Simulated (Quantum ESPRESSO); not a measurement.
# BiSbSe (P-6m2) in Quantum ESPRESSO: a series of runs

Aim: see how the results for BiSbSe move with the level of theory and the settings. Levels: rPW86PBE+rVV10, rev-vdW-DF2. Tasks: phonons.

Program: Quantum ESPRESSO 7.5. These are calculated values, not measurements. Logs are shortened: lines on timing, memory, paths and dates and some standing lists are left out, and cuts for length are marked.

## (1) The structure

It takes space group P-6m2 (No. 187, hexagonal). Conventional cell: a = 4.817 Å, b = 4.817 Å, c = 4.702 Å, α = 90.00°, β = 90.00°, γ = 120.00°. Sb (site symmetry -6m2) is surrounded by 3 Se at 2.78 Å. Bi (site symmetry -6m2) has 6 Sb at 3.64 Å and 6 Se at 3.64 Å as nearest neighbours. Se (site symmetry -6m2) is surrounded by 3 Sb at 2.78 Å.

The cell was built by a generator and needn't be a form met in nature.

## (2) Phonons, rPW86PBE+rVV10

Input file pw.in:

```
&CONTROL
  calculation = 'scf'
  prefix = 'pwscf'
  outdir = './tmp'
  pseudo_dir = './pseudo'
  tprnfor = .true.
  tstress = .true.
  disk_io = 'low'
/
&SYSTEM
  ibrav = 0
  celldm(1) = 8
  nat = 3
  ntyp = 3
  ecutwfc = 45
  ecutrho = 360
  nbnd = 26
  input_dft = 'rvv10'
  occupations = 'smearing'
  smearing = 'fd'
  degauss = 0.00367493
/
&ELECTRONS
  conv_thr = 6d-10
  electron_maxstep = 120
  mixing_beta = 0.5
/
ATOMIC_SPECIES
Sb   121.7600 sb_pbe_v1.4.uspp.F.UPF
Bi   208.9804 bi_pbe_v1.uspp.F.UPF
Se    78.9710 se_pbe_v1.uspp.F.UPF
CELL_PARAMETERS alat
  1.1377605201906   0.0000000000000   0.0000000000000
 -0.5688802612764   0.9853295134540   0.0000000000000
  0.0000000000000   0.0000000000000   1.1107817979292
ATOMIC_POSITIONS crystal
Sb     0.6666666700    0.3333333300    0.5000000000
Bi     0.0000000000    0.0000000000    0.0000000000
Se     0.3333333300    0.6666666700    0.5000000000
K_POINTS automatic
2 2 2 0 0 1
```

Input file relax.in:

```
&CONTROL
  calculation = 'vc-relax'
  prefix = 'pwscf'
  outdir = './tmp'
  pseudo_dir = './pseudo'
  tprnfor = .true.
  tstress = .true.
  disk_io = 'low'
  nstep = 40
  forc_conv_thr = 0.0001
  etot_conv_thr = 1d-06
/
&SYSTEM
  ibrav = 0
  celldm(1) = 8
  nat = 3
  ntyp = 3
  ecutwfc = 45
  ecutrho = 360
  nbnd = 26
  input_dft = 'rvv10'
  occupations = 'smearing'
  smearing = 'fd'
  degauss = 0.00367493
/
&ELECTRONS
  conv_thr = 6d-10
  electron_maxstep = 120
  mixing_beta = 0.5
/
&IONS
  ion_dynamics = 'bfgs'
/
&CELL
  cell_dynamics = 'bfgs'
  press = 0
  press_conv_thr = 0.2
/
ATOMIC_SPECIES
Sb   121.7600 sb_pbe_v1.4.uspp.F.UPF
Bi   208.9804 bi_pbe_v1.uspp.F.UPF
Se    78.9710 se_pbe_v1.uspp.F.UPF
CELL_PARAMETERS alat
  1.1377605201906   0.0000000000000   0.0000000000000
 -0.5688802612764   0.9853295134540   0.0000000000000
  0.0000000000000   0.0000000000000   1.1107817979292
ATOMIC_POSITIONS crystal
Sb     0.6666666700    0.3333333300    0.5000000000
Bi     0.0000000000    0.0000000000    0.0000000000
Se     0.3333333300    0.6666666700    0.5000000000
K_POINTS automatic
2 2 2 0 0 1
```

Input file scf2.in:

```
&CONTROL
  calculation = 'scf'
  prefix = 'pwscf'
  outdir = './tmp'
  pseudo_dir = './pseudo'
  tprnfor = .true.
  tstress = .true.
  disk_io = 'low'
/
&SYSTEM
  ibrav = 0
  celldm(1) = 8
  nat = 3
  ntyp = 3
  ecutwfc = 45
  ecutrho = 360
  nbnd = 26
  input_dft = 'rvv10'
  occupations = 'smearing'
  smearing = 'fd'
  degauss = 0.00367493
/
&ELECTRONS
  conv_thr = 1d-13
  electron_maxstep = 120
  mixing_beta = 0.5
  startingpot = 'file'
  startingwfc = 'file'
/
ATOMIC_SPECIES
Sb   121.7600 sb_pbe_v1.4.uspp.F.UPF
Bi   208.9804 bi_pbe_v1.uspp.F.UPF
Se    78.9710 se_pbe_v1.uspp.F.UPF
CELL_PARAMETERS alat
  1.1599305140458   0.0000000006937   0.0000000000000
 -0.5799652576237   1.0045292914416   0.0000000000000
  0.0000000000000   0.0000000000000   0.9722216878389
ATOMIC_POSITIONS crystal
Sb     0.6666666700    0.3333333300    0.5000000000
Bi     0.0000000033   -0.0000000033    0.0000000000
Se     0.3333333367    0.6666666633    0.5000000000
K_POINTS automatic
2 2 2 0 0 1
```

Input file ph.in:

```
phonons of BiSbSe
&INPUTPH
  prefix = 'pwscf'
  outdir = './tmp'
  tr2_ph = 1d-18
  fildyn = 'dyn'
  niter_ph = 90
  alpha_mix(1) = 0.4
/
0.0000000000 0.0000000000 0.0000000000
```

Input file dynmat.in:

```
&INPUT
  fildyn = 'dyn'
  asr = 'crystal'
  filout = 'dynmat.disp'
  fileig = 'dynmat.eig'
/
```

Potentials or basis: GBRV 1.5 PBE.

Run with:

```bash
> OMP_NUM_THREADS=1 pw.x -in pw.in > pw.out
> OMP_NUM_THREADS=1 pw.x -in relax.in > relax.out
> OMP_NUM_THREADS=1 pw.x -in scf2.in > scf2.out
> OMP_NUM_THREADS=1 ph.x -in ph.in > ph.out
> OMP_NUM_THREADS=1 dynmat.x -in dynmat.in > dynmat.out
```

pw.out:

```text
This program is part of the open-source Quantum ESPRESSO suite
     for quantum simulation of materials; please cite
         "P. Giannozzi et al., J. Phys.:Condens. Matter 21 395502 (2009);
         "P. Giannozzi et al., J. Phys.:Condens. Matter 29 465901 (2017);
         "P. Giannozzi et al., J. Chem. Phys. 152 154105 (2020);
     in publications or presentations arising from this work. More details at

     IMPORTANT: XC functional enforced from input :
     Exchange-correlation= RVV10
                           (   1   4  13   4  26   0   0)
     Any further DFT definition will be discarded
     Please, verify this is what you really want

     Message from routine setup:
     using ibrav=0 with symmetry is DISCOURAGED, use correct ibrav instead

     G-vector sticks info
     --------------------
     sticks:   dense  smooth     PW     G-vecs:    dense   smooth      PW
     Sum        2053    1039    295                73721    26011    3963

     Using Slab Decomposition

     bravais-lattice index     =            0
     lattice parameter (alat)  =       8.0000  a.u.
     unit-cell volume          =     637.5747 (a.u.)^3
     number of atoms/cell      =            3
     number of atomic types    =            3
     number of electrons       =        36.00
     number of Kohn-Sham states=           26
     kinetic-energy cutoff     =      45.0000  Ry
     charge density cutoff     =     360.0000  Ry
     scf convergence threshold =      6.0E-10
     mixing beta               =       0.5000
     number of iterations used =            8  plain     mixing
     Exchange-correlation= RVV10
                           (   1   4  13   4  26   0   0)

     celldm(1)=   8.000000  celldm(2)=   0.000000  celldm(3)=   0.000000
     celldm(4)=   0.000000  celldm(5)=   0.000000  celldm(6)=   0.000000

     crystal axes: (cart. coord. in units of alat)
               a(1) = (   1.137761   0.000000   0.000000 )
               a(2) = (  -0.568880   0.985330   0.000000 )
               a(3) = (   0.000000   0.000000   1.110782 )

     reciprocal axes: (cart. coord. in units 2 pi/alat)
               b(1) = (  0.878920  0.507444 -0.000000 )
               b(2) = (  0.000000  1.014889  0.000000 )
               b(3) = (  0.000000 -0.000000  0.900267 )

     PseudoPot. # 1 for Sb read from file:
     sb_pbe_v1.4.uspp.F.UPF
     Pseudo is Ultrasoft + core correction, Zval = 15.0
     Generated by new atomic code, or converted to UPF format
     Using radial grid of  891 points,  6 beta functions with:
                l(1) =   0
                l(2) =   0
                l(3) =   1
                l(4) =   1
                l(5) =   2
                l(6) =   2
     Q(r) pseudized with  8 coefficients,  rinner =    1.350   1.350   1.350
                                                       1.350   1.350

     PseudoPot. # 2 for Bi read from file:
     bi_pbe_v1.uspp.F.UPF
     Pseudo is Ultrasoft + core correction, Zval = 15.0
     Generated by new atomic code, or converted to UPF format
     Using radial grid of  899 points,  6 beta functions with:
                l(1) =   0
                l(2) =   0
                l(3) =   1
                l(4) =   1
                l(5) =   2
                l(6) =   2
     Q(r) pseudized with  6 coefficients,  rinner =    1.000   1.000   1.000
                                                       1.000   1.000

     PseudoPot. # 3 for Se read from file:
     se_pbe_v1.uspp.F.UPF
     Pseudo is Ultrasoft + core correction, Zval =  6.0
     Generated by new atomic code, or converted to UPF format
     Using radial grid of  877 points,  6 beta functions with:
                l(1) =   0
                l(2) =   0
                l(3) =   1
                l(4) =   1
                l(5) =   2
                l(6) =   2
     Q(r) pseudized with  8 coefficients,  rinner =    1.300   1.300   1.300
                                                       1.300   1.300

     atomic species   valence    mass     pseudopotential
     Sb               15.00   121.76000     Sb( 1.00)
     Bi               15.00   208.98040     Bi( 1.00)
     Se                6.00    78.97100     Se( 1.00)

     12 Sym. Ops. (no inversion) found

   Cartesian axes

     site n.     atom                  positions (alat units)
         1        Sb     tau(   1) = (   0.5688803   0.3284432   0.5553909  )
         2        Bi     tau(   2) = (   0.0000000   0.0000000   0.0000000  )
         3        Se     tau(   3) = (  -0.0000000   0.6568863   0.5553909  )

     number of k points=     2  Fermi-Dirac smearing, width (Ry)=  0.0037
                       cart. coord. in units 2pi/alat
        k(    1) = (   0.0000000   0.0000000   0.2250667), wk =   0.5000000
        k(    2) = (   0.0000000  -0.5074445   0.2250667), wk =   1.5000000

     Dense  grid:    73721 G-vectors     FFT dimensions: (  60,  60,  54)

     Smooth grid:    26011 G-vectors     FFT dimensions: (  40,  40,  40)

     Check: negative core charge=   -0.000002

     Initial potential from superposition of free atoms

     starting charge      33.9999, renormalised to      36.0000

     negative rho (up, down):  4.380E-02 0.000E+00

Carrying out rVV10 run using the following parameters:
Nqs =      20    Nr_points =    1024   r_max =   100.000
b_value =  6.30000    beta =  0.00901
     q_mesh =  0.00010000  0.00030000  0.00058939  0.00100810
               0.00161396  0.00249058  0.00375900  0.00559430
               0.00824984  0.01209221  0.01765183  0.02569619
               0.03733578  0.05417739  0.07854596  0.11380545
               0.16482331  0.23864234  0.34545298  0.50000000

Gradients computed in Reciprocal space

     Starting wfcs are   22 randomized atomic wfcs +    4 random wfcs

     Self-consistent Calculation

     iteration #  1     ecut=    45.00 Ry     beta= 0.50
     Davidson diagonalization with overlap
     ethr =  1.00E-02,  avg # of iterations =  8.0

     negative rho (up, down):  4.111E-02 0.000E+00

     total energy              =    -414.07218233 Ry
     estimated scf accuracy    <       1.35001683 Ry

     iteration #  2     ecut=    45.00 Ry     beta= 0.50
     Davidson diagonalization with overlap
     ethr =  3.75E-03,  avg # of iterations =  2.0

     negative rho (up, down):  4.166E-02 0.000E+00

     total energy              =    -414.32199930 Ry
     estimated scf accuracy    <       0.10587296 Ry

     iteration #  3     ecut=    45.00 Ry     beta= 0.50
     Davidson diagonalization with overlap
     ethr =  2.94E-04,  avg # of iterations =  3.0

     negative rho (up, down):  4.166E-02 0.000E+00

     total energy              =    -414.34418570 Ry
     estimated scf accuracy    <       0.06481876 Ry

     iteration #  4     ecut=    45.00 Ry     beta= 0.50
     Davidson diagonalization with overlap
     ethr =  1.80E-04,  avg # of iterations =  2.0

     negative rho (up, down):  4.199E-02 0.000E+00

     total energy              =    -414.35582428 Ry
     estimated scf accuracy    <       0.00538269 Ry

     iteration #  5     ecut=    45.00 Ry     beta= 0.50
     Davidson diagonalization with overlap
     ethr =  1.50E-05,  avg # of iterations =  2.0

     negative rho (up, down):  4.215E-02 0.000E+00

     total energy              =    -414.35668036 Ry
     estimated scf accuracy    <       0.00058253 Ry

     iteration #  6     ecut=    45.00 Ry     beta= 0.50
     Davidson diagonalization with overlap
     ethr =  1.62E-06,  avg # of iterations =  5.0

     negative rho (up, down):  4.217E-02 0.000E+00

     total energy              =    -414.35676721 Ry
     estimated scf accuracy    <       0.00005462 Ry

     iteration #  7     ecut=    45.00 Ry     beta= 0.50
     Davidson diagonalization with overlap
     ethr =  1.52E-07,  avg # of iterations =  5.0

     negative rho (up, down):  4.216E-02 0.000E+00

     total energy              =    -414.35678186 Ry
     estimated scf accuracy    <       0.00000268 Ry

     iteration #  8     ecut=    45.00 Ry     beta= 0.50
     Davidson diagonalization with overlap
     ethr =  7.44E-09,  avg # of iterations =  3.5

     negative rho (up, down):  4.216E-02 0.000E+00

     total energy              =    -414.35678274 Ry
     estimated scf accuracy    <       0.00000005 Ry

     iteration #  9     ecut=    45.00 Ry     beta= 0.50
     Davidson diagonalization with overlap
     ethr =  1.50E-10,  avg # of iterations =  5.0

     negative rho (up, down):  4.215E-02 0.000E+00

     total energy              =    -414.35678279 Ry
     estimated scf accuracy    <          1.0E-08 Ry

     iteration # 10     ecut=    45.00 Ry     beta= 0.50
     Davidson diagonalization with overlap
     ethr =  2.77E-11,  avg # of iterations =  4.5

     negative rho (up, down):  4.215E-02 0.000E+00

     End of self-consistent calculation

          k = 0.0000 0.0000 0.2251 (  3253 PWs)   bands (ev):

   -21.2046 -21.2046 -21.1190 -21.1190 -21.1025 -14.3799 -14.3267 -14.3267
   -14.1709 -14.1709  -5.8881  -2.0430   0.7775   4.2465   4.2465   4.9415
     7.4113   7.4113   8.5499   9.7470  10.3921  10.3921  12.7894  14.2990
    14.2990  17.2441

          k = 0.0000-0.5074 0.2251 (  3270 PWs)   bands (ev):

   -21.2053 -21.2029 -21.1194 -21.1191 -21.1010 -14.3781 -14.3293 -14.3272
   -14.1711 -14.1669  -5.2591  -2.2318  -1.0066   3.3676   4.7536   5.0688
     7.1923   8.5363   8.9230   9.6320  11.0672  11.4908  14.4349  15.1081
    16.0133  16.9771

     the Fermi energy is     8.5945 ev

!    total energy              =    -414.35678280 Ry
     estimated scf accuracy    <          4.0E-10 Ry
     smearing contrib. (-TS)   =      -0.00419010 Ry
     internal energy E=F+TS    =    -414.35259270 Ry

     The total energy is F=E-TS. E is the sum of the following terms:
     one-electron contribution =    -147.68616461 Ry
     hartree contribution      =      92.84550050 Ry
     xc contribution           =    -138.81114898 Ry
     ewald contribution        =    -220.70077961 Ry

     convergence has been achieved in  10 iterations

     negative rho (up, down):  4.215E-02 0.000E+00

     Forces acting on atoms (cartesian axes, Ry/au):

     atom    1 type  1   force =    -0.00000000   -0.00000000    0.00000000
     atom    2 type  2   force =    -0.00000000   -0.00000000    0.00000000
     atom    3 type  3   force =     0.00000000    0.00000000    0.00000000

     Total force =     0.000000     Total SCF correction =     0.000000

     Computing stress (Cartesian axis) and pressure

     negative rho (up, down):  4.215E-02 0.000E+00
          total   stress  (Ry/bohr**3)                   (kbar)     P=      -16.29
   0.00006564   0.00000000   0.00000000            9.66        0.00        0.00
   0.00000000   0.00006564   0.00000000            0.00        9.66        0.00
   0.00000000   0.00000000  -0.00046349            0.00        0.00      -68.18

=------------------------------------------------------------------------------=
   JOB DONE.
=------------------------------------------------------------------------------=
```

Wall time 7.8 min (1 thread of AMD EPYC 9R45 (Zen 5), shared host); peak memory 0.43 GiB.

Results:

```
Free energy                            : -5637.9179 eV
Relaxed volume                         : 28.65 Å³/atom
Relaxed cell                           : a = 4.910 Å, b = 4.910 Å, c = 4.116 Å, α = 90.00°, β = 90.00°, γ = 120.00°
Space group after relaxing (to 0.05 Å) : P-6m2 (No. 187)
Pressure after relaxing                : 0.0 GPa
Band gap on the k mesh                 : none (metal or under the smearing width)
Highest phonon frequency at Γ          : 131 cm⁻¹
Most unstable mode                     : 142i cm⁻¹
```

The path:
| step | energy change (eV) | largest force (eV/Å) | pressure (GPa) | volume (Å³) |
| --- | --- | --- | --- | --- |
| 1 | 0.0000 | 0.0000 | -1.63 | 94.48 |
| 2 | -0.0471 | 0.0000 | -1.57 | 93.69 |
| 3 | -0.0956 | 0.0000 | -1.46 | 92.80 |
| 4 | -0.1612 | 0.0000 | -1.26 | 91.44 |
| 5 | -0.2410 | 0.0000 | -0.85 | 89.37 |
| 6 | -0.3061 | 0.0000 | 0.03 | 86.24 |
| 7 | -0.3088 | 0.0000 | 0.32 | 85.39 |
| 8 | -0.3092 | 0.0000 | 0.18 | 85.68 |
| 9 | -0.3093 | 0.0000 | 0.10 | 85.81 |
| 10 | -0.3093 | 0.0000 | 0.04 | 85.90 |
| 11 | -0.3094 | 0.0000 | 0.00 | 85.95 |

Final structure:
```yaml
crystal:
  lattice:
    - [4.91047, 0.00000, 0.00000]
    - [-2.45524, 4.25259, 0.00000]
    - [0.00000, 0.00000, 4.11582]
  atoms:
    - { symbol: Sb, position: [0.66667, 0.33333, 0.50000] }
    - { symbol: Bi, position: [0.00000, 0.00000, 0.00000] }
    - { symbol: Se, position: [0.33333, 0.66667, 0.50000] }
```

Phonon frequencies in cm⁻¹ (negative: imaginary):
| q point | frequencies |
| --- | --- |
| (0.000, 0.000, 0.000) | -142 -15 -15 -15 31 31 65 131 131 |

Optical modes at Γ, degenerate ones joined:
| cm⁻¹ | components | symmetry | active in |
| --- | --- | --- | --- |
| 142i | 1 | A''2 | IR |
| 31 | 2 | E' | IR and Raman |
| 65 | 1 | A''2 | IR |
| 132 | 2 | E' | IR and Raman |

Caveat: the k mesh is coarse (spacing up to 0.75 Å⁻¹), so the values aren't converged; the mesh is thin for the phonons of a metal; the potentials were made for another functional, which shifts forces and pressure; some modes are imaginary; spin-orbit coupling is left out, which moves the levels of the heavy elements; pairwise dispersion overbinds metals, which lowers pressure and volume.

(Continued in part 2 of 2.)
